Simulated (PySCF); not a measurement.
**A gas-phase reaction: H2MgO2 + F → HMgO2 + FH**

Wanted: the reaction energy for `[OH][Mg][OH]` + `[F-]` → `[O-][Mg][OH]` + `F`.

Programs: PySCF 2.14.0. All values are calculated, for the isolated system unless a continuum is named. Atoms count from 0, parts from 1.

### 1 Starting point

Each species was relaxed by itself at PBE0-D3(BJ)/def2-SVPD.

### 2 Reaction energy: wB97M-D3(BJ)/def2-TZVPD

Job settings and geometry (Å):

```
{"job": {"kind": "react", "xc": "wB97M-D3(BJ)", "basis": "def2-TZVPD"}, "charge": 0, "multiplicity": 1}
-1 H2MgO2 charge 0 multiplicity 1
O     -0.360910     1.729430    -0.315110
Mg    -0.002720     0.025990     0.093050
O      0.333630    -1.630430     0.680000
H     -0.478890     2.421560    -0.955600
H      0.508900    -2.546540     0.497660

-1 F charge -1 multiplicity 1
F      0.000000     0.000000     0.000000

+1 HMgO2 charge -1 multiplicity 1
O      1.552210    -0.979190    -1.623220
Mg     0.349710    -0.344770    -0.461690
O     -0.940110     0.288530     0.745880
H     -0.961790     1.035450     1.339050

+1 FH charge 0 multiplicity 1
F      0.456480     0.057580     0.000580
H     -0.456480    -0.057580    -0.000580
```

With the program's defaults for keys left out, this is: wB97M-D3(BJ)/def2-TZVPD reaction energy of separated species, gas phase.

On the command line:

```bash
> OMP_NUM_THREADS=1 python cluster_run.py task.json out
```

The driver reads the jobs from task.json and runs them one after another.

Output:

```text
species 1 (H2MgO2)
coarse grid: 21536 points
cycle   1  E = -351.7189711287  dE =  7.876e-02  |g| = 1.111e+00  |ddm| = 1.759e+00
cycle   2  E = -351.5685625577  dE =  1.504e-01  |g| = 1.489e+00  |ddm| = 1.282e+00
cycle   3  E = -351.9551598397  dE = -3.866e-01  |g| = 4.179e-02  |ddm| = 6.549e-01
cycle   4  E = -351.9559332761  dE = -7.734e-04  |g| = 1.474e-02  |ddm| = 6.114e-02
cycle   5  E = -351.9560210927  dE = -8.782e-05  |g| = 3.453e-03  |ddm| = 1.907e-02
cycle   6  E = -351.9560294510  dE = -8.358e-06  |g| = 9.688e-04  |ddm| = 6.532e-03
final grid: 44696 points
cycle   7  E = -351.9560064848  dE = -5.929e-07  |g| = 8.256e-04  |ddm| = 2.286e-03
cycle   8  E = -351.9560065384  dE = -5.358e-08  |g| = 9.707e-04  |ddm| = 1.121e-03
cycle   9  E = -351.9560066971  dE = -1.587e-07  |g| = 1.003e-04  |ddm| = 4.236e-04
cycle  10  E = -351.9560067119  dE = -1.477e-08  |g| = 2.347e-05  |ddm| = 3.877e-04
cycle  11  E = -351.9560067122  dE = -2.907e-10  |g| = 6.348e-06  |ddm| = 5.261e-05
converged SCF energy = -351.9560067122

species 2 (F)
coarse grid: 5304 points
cycle   1  E = -99.7735595435  dE = -1.701e-01  |g| = 8.390e-01  |ddm| = 3.042e-01
cycle   2  E = -99.4217741307  dE =  3.518e-01  |g| = 1.736e+00  |ddm| = 1.187e+00
cycle   3  E = -99.9129072191  dE = -4.911e-01  |g| = 3.879e-02  |ddm| = 7.668e-01
cycle   4  E = -99.9130379075  dE = -1.307e-04  |g| = 2.144e-02  |ddm| = 3.124e-02
cycle   5  E = -99.9130976974  dE = -5.979e-05  |g| = 1.450e-03  |ddm| = 8.861e-03
cycle   6  E = -99.9130979605  dE = -2.631e-07  |g| = 2.299e-04  |ddm| = 4.862e-04
final grid: 11608 points
cycle   7  E = -99.9130859017  dE =  1.872e-09  |g| = 2.255e-04  |ddm| = 1.777e-04
cycle   8  E = -99.9130858948  dE =  6.925e-09  |g| = 3.200e-04  |ddm| = 1.966e-04
cycle   9  E = -99.9130859089  dE = -1.404e-08  |g| = 1.900e-06  |ddm| = 1.112e-04
cycle  10  E = -99.9130859089  dE = -1.251e-12  |g| = 7.399e-08  |ddm| = 3.603e-06
converged SCF energy = -99.9130859089

species 3 (HMgO2)
coarse grid: 19064 points
cycle   1  E = -350.8708205813  dE =  1.137e-01  |g| = 1.419e+00  |ddm| = 1.647e+00
cycle   2  E = -343.4754612395  dE =  7.395e+00  |g| = 2.924e+00  |ddm| = 4.549e+01
cycle   3  E = -350.8643179831  dE = -7.389e+00  |g| = 1.417e+00  |ddm| = 4.529e+01
cycle   4  E = -351.0438925460  dE = -1.796e-01  |g| = 1.046e+00  |ddm| = 2.536e-01
cycle   5  E = -351.2988464430  dE = -2.550e-01  |g| = 2.704e-01  |ddm| = 5.861e-01
cycle   6  E = -351.3218549888  dE = -2.301e-02  |g| = 4.237e-02  |ddm| = 2.626e-01
cycle   7  E = -351.3224197598  dE = -5.648e-04  |g| = 1.339e-02  |ddm| = 6.670e-02
cycle   8  E = -351.3224948648  dE = -7.510e-05  |g| = 1.076e-02  |ddm| = 2.860e-02
cycle   9  E = -351.3225273399  dE = -3.248e-05  |g| = 5.080e-03  |ddm| = 1.325e-02
cycle  10  E = -351.3225387682  dE = -1.143e-05  |g| = 8.121e-04  |ddm| = 1.407e-02
cycle  11  E = -351.3225398440  dE = -1.076e-06  |g| = 4.603e-04  |ddm| = 7.712e-03
final grid: 39320 points
cycle  12  E = -351.3224585363  dE = -7.096e-08  |g| = 7.792e-04  |ddm| = 2.494e-03
cycle  13  E = -351.3224582303  dE =  3.059e-07  |g| = 1.544e-03  |ddm| = 1.045e-03
cycle  14  E = -351.3224586711  dE = -4.407e-07  |g| = 5.146e-05  |ddm| = 9.895e-04
cycle  15  E = -351.3224586784  dE = -7.345e-09  |g| = 2.832e-05  |ddm| = 5.731e-04
cycle  16  E = -351.3224586798  dE = -1.385e-09  |g| = 1.915e-05  |ddm| = 2.251e-04
cycle  17  E = -351.3224586802  dE = -3.815e-10  |g| = 3.634e-06  |ddm| = 1.362e-04
converged SCF energy = -351.3224586802

species 4 (FH)
coarse grid: 7776 points
cycle   1  E = -100.4688246090  dE = -9.408e-02  |g| = 4.644e-01  |ddm| = 6.197e-01
cycle   2  E = -100.4725053183  dE = -3.681e-03  |g| = 5.038e-01  |ddm| = 3.808e-01
cycle   3  E = -100.5053203582  dE = -3.282e-02  |g| = 2.574e-02  |ddm| = 1.678e-01
cycle   4  E = -100.5053963364  dE = -7.598e-05  |g| = 5.006e-03  |ddm| = 1.077e-02
cycle   5  E = -100.5054009776  dE = -4.641e-06  |g| = 4.334e-04  |ddm| = 3.766e-03
final grid: 16976 points
cycle   6  E = -100.5053934368  dE = -6.440e-08  |g| = 1.036e-04  |ddm| = 8.219e-04
cycle   7  E = -100.5053934403  dE = -3.465e-09  |g| = 7.654e-05  |ddm| = 2.165e-04
cycle   8  E = -100.5053934411  dE = -7.685e-10  |g| = 2.134e-05  |ddm| = 3.710e-05
converged SCF energy = -100.5053934411

Reaction energy = 26.091 kcal/mol
```

It took 17 s on 1 thread of Arm Neoverse N1, shared host; peak memory 0.47 GiB.

Species by species (with the dispersion term, which the log's SCF energies lack):

| ν | species | energy (Eh) | HOMO (eV) |
| --- | --- | --- | --- |
| -1 | [OH][Mg][OH] | -351.95837 | -10.52 |
| -1 | [F-] | -99.91309 | -2.89 |
| +1 | [O-][Mg][OH] | -351.32424 | -2.49 |
| +1 | F | -100.50563 | -14.54 |

### 3 Reaction energy: PBE0-D3(BJ)/def2-TZVPD

Settings changed since step 2:

```diff
@@ -1,2 +1,2 @@
-{"job": {"kind": "react", "xc": "wB97M-D3(BJ)", "basis": "def2-TZVPD"}, "charge": 0, "multiplicity": 1}
+{"job": {"kind": "react", "xc": "PBE0", "basis": "def2-TZVPD", "disp": "d3bj"}, "charge": 0, "multiplicity": 1}
 -1 H2MgO2 charge 0 multiplicity 1
```

Level: PBE0-D3(BJ)/def2-TZVPD reaction energy of separated species, gas phase.

Output:

```text
species 1 (H2MgO2)
coarse grid: 5040 points
cycle   1  E = -351.3241679310  dE =  2.119e-01  |g| = 1.248e+00  |ddm| = 1.823e+00
cycle   2  E = -350.2614769431  dE =  1.063e+00  |g| = 2.545e+00  |ddm| = 2.017e+00
cycle   3  E = -351.6112716341  dE = -1.350e+00  |g| = 1.222e-01  |ddm| = 1.531e+00
cycle   4  E = -351.6148330226  dE = -3.561e-03  |g| = 2.358e-02  |ddm| = 9.607e-02
cycle   5  E = -351.6149287426  dE = -9.572e-05  |g| = 5.913e-03  |ddm| = 2.005e-02
cycle   6  E = -351.6149316707  dE = -2.928e-06  |g| = 4.348e-03  |ddm| = 4.431e-03
cycle   7  E = -351.6149349092  dE = -3.239e-06  |g| = 5.145e-04  |ddm| = 2.241e-03
final grid: 44696 points
cycle   8  E = -351.6144984085  dE = -3.070e-05  |g| = 4.798e-03  |ddm| = 2.846e-02
cycle   9  E = -351.6144917589  dE =  6.650e-06  |g| = 7.709e-03  |ddm| = 5.986e-03
cycle  10  E = -351.6145020060  dE = -1.025e-05  |g| = 5.269e-04  |ddm| = 3.848e-03
cycle  11  E = -351.6145020479  dE = -4.196e-08  |g| = 6.995e-05  |ddm| = 3.564e-04
cycle  12  E = -351.6145020485  dE = -6.349e-10  |g| = 2.304e-05  |ddm| = 5.085e-05
converged SCF energy = -351.6145020485

species 2 (F)
coarse grid: 1088 points
cycle   1  E = -99.6480299908  dE = -8.108e-02  |g| = 8.599e-01  |ddm| = 3.156e-01
cycle   2  E = -97.8823061729  dE =  1.766e+00  |g| = 3.110e+00  |ddm| = 2.037e+00
cycle   3  E = -99.7922027745  dE = -1.910e+00  |g| = 7.027e-02  |ddm| = 1.718e+00
cycle   4  E = -99.7924511220  dE = -2.483e-04  |g| = 5.277e-02  |ddm| = 6.585e-02
cycle   5  E = -99.7928802840  dE = -4.292e-04  |g| = 8.706e-03  |ddm| = 1.832e-02
cycle   6  E = -99.7928921043  dE = -1.182e-05  |g| = 1.037e-03  |ddm| = 3.146e-03
cycle   7  E = -99.7928922756  dE = -1.713e-07  |g| = 4.564e-06  |ddm| = 4.256e-04
final grid: 11608 points
cycle   8  E = -99.7963210859  dE = -3.387e-06  |g| = 9.094e-04  |ddm| = 3.670e-03
cycle   9  E = -99.7963207951  dE =  2.908e-07  |g| = 1.611e-03  |ddm| = 9.527e-04
cycle  10  E = -99.7963211908  dE = -3.957e-07  |g| = 1.338e-04  |ddm| = 7.234e-04
cycle  11  E = -99.7963211937  dE = -2.821e-09  |g| = 9.473e-06  |ddm| = 6.123e-05
cycle  12  E = -99.7963211937  dE = -1.552e-11  |g| = 5.050e-07  |ddm| = 4.784e-06
converged SCF energy = -99.7963211937

species 3 (HMgO2)
coarse grid: 4416 points
cycle   1  E = -350.4583404790  dE =  3.054e-01  |g| = 1.528e+00  |ddm| = 1.714e+00
cycle   2  E = -342.3490340685  dE =  8.109e+00  |g| = 3.157e+00  |ddm| = 3.551e+01
cycle   3  E = -350.4449790545  dE = -8.096e+00  |g| = 1.498e+00  |ddm| = 3.532e+01
cycle   4  E = -350.5807431809  dE = -1.358e-01  |g| = 1.260e+00  |ddm| = 1.985e-01
cycle   5  E = -350.9381386219  dE = -3.574e-01  |g| = 3.671e-01  |ddm| = 7.079e-01
cycle   6  E = -350.9712043592  dE = -3.307e-02  |g| = 1.550e-01  |ddm| = 4.934e-01
cycle   7  E = -350.9763054995  dE = -5.101e-03  |g| = 2.038e-02  |ddm| = 1.029e-01
cycle   8  E = -350.9763240398  dE = -1.854e-05  |g| = 1.849e-02  |ddm| = 2.768e-02
cycle   9  E = -350.9763905461  dE = -6.651e-05  |g| = 6.232e-03  |ddm| = 8.523e-03
cycle  10  E = -350.9763974656  dE = -6.919e-06  |g| = 2.553e-03  |ddm| = 2.813e-03
final grid: 39320 points
cycle  11  E = -350.9769411947  dE =  1.546e-05  |g| = 1.597e-02  |ddm| = 2.703e-02
cycle  12  E = -350.9763745639  dE =  5.666e-04  |g| = 5.407e-02  |ddm| = 5.536e-02
cycle  13  E = -350.9769906597  dE = -6.161e-04  |g| = 2.953e-03  |ddm| = 4.483e-02
cycle  14  E = -350.9769922152  dE = -1.555e-06  |g| = 7.416e-04  |ddm| = 1.801e-03
cycle  15  E = -350.9769923172  dE = -1.020e-07  |g| = 6.093e-05  |ddm| = 5.736e-04
cycle  16  E = -350.9769923180  dE = -8.508e-10  |g| = 2.695e-05  |ddm| = 1.340e-04
converged SCF energy = -350.9769923180

species 4 (FH)
coarse grid: 1712 points
cycle   1  E = -100.3539737018  dE = -3.606e-02  |g| = 4.957e-01  |ddm| = 6.253e-01
cycle   2  E = -100.3144596091  dE =  3.951e-02  |g| = 7.429e-01  |ddm| = 5.125e-01
cycle   3  E = -100.3936905144  dE = -7.923e-02  |g| = 2.284e-02  |ddm| = 2.892e-01
cycle   4  E = -100.3937660949  dE = -7.558e-05  |g| = 4.204e-03  |ddm| = 9.787e-03
cycle   5  E = -100.3937680782  dE = -1.983e-06  |g| = 3.551e-04  |ddm| = 1.247e-03
final grid: 16976 points
cycle   6  E = -100.3948395041  dE = -1.846e-05  |g| = 3.931e-03  |ddm| = 7.362e-03
cycle   7  E = -100.3948376501  dE =  1.854e-06  |g| = 5.400e-03  |ddm| = 3.298e-03
cycle   8  E = -100.3948415932  dE = -3.943e-06  |g| = 1.010e-04  |ddm| = 1.978e-03
cycle   9  E = -100.3948415946  dE = -1.325e-09  |g| = 1.794e-05  |ddm| = 3.985e-05
cycle  10  E = -100.3948415946  dE = -4.856e-11  |g| = 3.030e-06  |ddm| = 1.030e-05
converged SCF energy = -100.3948415946

Reaction energy = 24.611 kcal/mol
```

It took 7.4 s on 1 thread of Arm Neoverse N1, shared host; peak memory 0.45 GiB.

Reaction energy at this level: 24.61 kcal/mol.

### 4 Energies of the species: MP2/def2-TZVPD

Settings changed since step 3:

```diff
@@ -1,2 +1,2 @@
-{"job": {"kind": "react", "xc": "PBE0", "basis": "def2-TZVPD", "disp": "d3bj"}, "charge": 0, "multiplicity": 1}
+{"job": {"kind": "react", "xc": "MP2", "basis": "def2-TZVPD"}, "charge": 0, "multiplicity": 1}
 -1 H2MgO2 charge 0 multiplicity 1
```

Level: MP2/def2-TZVPD reaction energy of separated species, gas phase.

Output:

```text
species 1 (H2MgO2)
final grid: 44696 points
cycle   1  E = -350.5136931732  dE = -1.205e-01  |g| = 8.405e-01  |ddm| = 1.737e+00
cycle   2  E = -350.5829347410  dE = -6.924e-02  |g| = 6.398e-01  |ddm| = 8.973e-01
cycle   3  E = -350.6509721388  dE = -6.804e-02  |g| = 3.210e-02  |ddm| = 3.019e-01
cycle   4  E = -350.6515504020  dE = -5.783e-04  |g| = 8.600e-03  |ddm| = 5.211e-02
cycle   5  E = -350.6516010856  dE = -5.068e-05  |g| = 2.451e-03  |ddm| = 1.565e-02
cycle   6  E = -350.6516062809  dE = -5.195e-06  |g| = 5.925e-04  |ddm| = 5.678e-03
cycle   7  E = -350.6516065592  dE = -2.782e-07  |g| = 1.534e-04  |ddm| = 1.583e-03
cycle   8  E = -350.6516065705  dE = -1.130e-08  |g| = 7.827e-05  |ddm| = 2.512e-04
cycle   9  E = -350.6516065726  dE = -2.115e-09  |g| = 1.999e-05  |ddm| = 8.193e-05
cycle  10  E = -350.6516065729  dE = -2.660e-10  |g| = 3.929e-06  |ddm| = 3.024e-05
converged SCF energy = -350.6516065729

species 2 (F)
final grid: 11608 points
cycle   1  E = -99.3592696078  dE = -3.000e-01  |g| = 7.108e-01  |ddm| = 3.059e-01
cycle   2  E = -99.3903756058  dE = -3.111e-02  |g| = 6.853e-01  |ddm| = 5.988e-01
cycle   3  E = -99.4557536270  dE = -6.538e-02  |g| = 2.437e-02  |ddm| = 2.430e-01
cycle   4  E = -99.4558111344  dE = -5.751e-05  |g| = 6.431e-03  |ddm| = 1.091e-02
cycle   5  E = -99.4558164541  dE = -5.320e-06  |g| = 3.885e-04  |ddm| = 2.877e-03
cycle   6  E = -99.4558165090  dE = -5.484e-08  |g| = 8.773e-05  |ddm| = 6.183e-04
cycle   7  E = -99.4558165112  dE = -2.184e-09  |g| = 5.920e-06  |ddm| = 1.392e-04
cycle   8  E = -99.4558165112  dE = -7.446e-12  |g| = 2.351e-07  |ddm| = 6.363e-06
converged SCF energy = -99.4558165112

species 3 (HMgO2)
final grid: 39320 points
cycle   1  E = -349.6895604115  dE = -1.536e-01  |g| = 1.134e+00  |ddm| = 1.610e+00
cycle   2  E = -348.4588988078  dE =  1.231e+00  |g| = 2.373e+00  |ddm| = 1.167e+01
cycle   3  E = -349.9565715137  dE = -1.498e+00  |g| = 3.449e-01  |ddm| = 1.118e+01
cycle   4  E = -349.9815572894  dE = -2.499e-02  |g| = 1.239e-01  |ddm| = 2.653e-01
cycle   5  E = -349.9845315873  dE = -2.974e-03  |g| = 2.297e-02  |ddm| = 1.814e-01
cycle   6  E = -349.9848314539  dE = -2.999e-04  |g| = 8.107e-03  |ddm| = 1.089e-01
cycle   7  E = -349.9849000631  dE = -6.861e-05  |g| = 3.325e-03  |ddm| = 4.231e-02
cycle   8  E = -349.9849219705  dE = -2.191e-05  |g| = 1.419e-03  |ddm| = 1.802e-02
cycle   9  E = -349.9849259764  dE = -4.006e-06  |g| = 4.635e-04  |ddm| = 5.669e-03
cycle  10  E = -349.9849263182  dE = -3.417e-07  |g| = 1.307e-04  |ddm| = 1.886e-03
cycle  11  E = -349.9849263360  dE = -1.783e-08  |g| = 3.256e-05  |ddm| = 4.044e-04
cycle  12  E = -349.9849263370  dE = -1.046e-09  |g| = 1.462e-05  |ddm| = 1.230e-04
cycle  13  E = -349.9849263372  dE = -1.905e-10  |g| = 3.784e-06  |ddm| = 8.663e-05
converged SCF energy = -349.9849263372

species 4 (FH)
final grid: 16976 points
cycle   1  E = -100.0371193751  dE = -1.649e-01  |g| = 4.007e-01  |ddm| = 6.032e-01
cycle   2  E = -100.0578872291  dE = -2.077e-02  |g| = 2.336e-01  |ddm| = 2.533e-01
cycle   3  E = -100.0646337744  dE = -6.747e-03  |g| = 2.356e-02  |ddm| = 8.092e-02
cycle   4  E = -100.0647512074  dE = -1.174e-04  |g| = 6.199e-03  |ddm| = 1.253e-02
cycle   5  E = -100.0647669204  dE = -1.571e-05  |g| = 1.459e-03  |ddm| = 5.122e-03
cycle   6  E = -100.0647681935  dE = -1.273e-06  |g| = 2.290e-04  |ddm| = 1.848e-03
cycle   7  E = -100.0647682279  dE = -3.439e-08  |g| = 1.958e-05  |ddm| = 4.211e-04
cycle   8  E = -100.0647682281  dE = -1.849e-10  |g| = 2.360e-06  |ddm| = 2.495e-05
converged SCF energy = -100.0647682281

Reaction energy = 18.858 kcal/mol
```

Wall time 3.7 s (1 thread of Arm Neoverse N1, shared host); peak memory 0.44 GiB.

Reaction energy at this level: 18.86 kcal/mol.

### 5 Side by side

Energies in kcal/mol, with wall time:

| run | reaction | time |
| --- | --- | --- |
| wB97M-D3(BJ)/def2-TZVPD | 26.09 | 17 s |
| PBE0-D3(BJ)/def2-TZVPD | 24.61 | 7.4 s |
| MP2/def2-TZVPD | 18.86 | 3.7 s |

### 6 Summary of results

```
                                                quantity                    value
               reaction energy (wB97M-D3(BJ)/def2-TZVPD)           26.09 kcal/mol
                     ΔH, ΔG at 298 K (xTB thermal terms)    +25.2, +23.9 kcal/mol
range of the reaction energy over the runs of this table  18.86 to 26.09 kcal/mol
```

The reaction is endothermic by 25.2 kcal/mol in the gas phase; dispersion gives +0.21, and xTB itself gave 16.33 for the electronic energy (xTB energies and thermal terms come from the earlier relaxation of each species, not shown). No barrier was sought. The reaction energy runs from 18.86 (MP2/def2-TZVPD) to 26.09 kcal/mol (wB97M-D3(BJ)/def2-TZVPD).
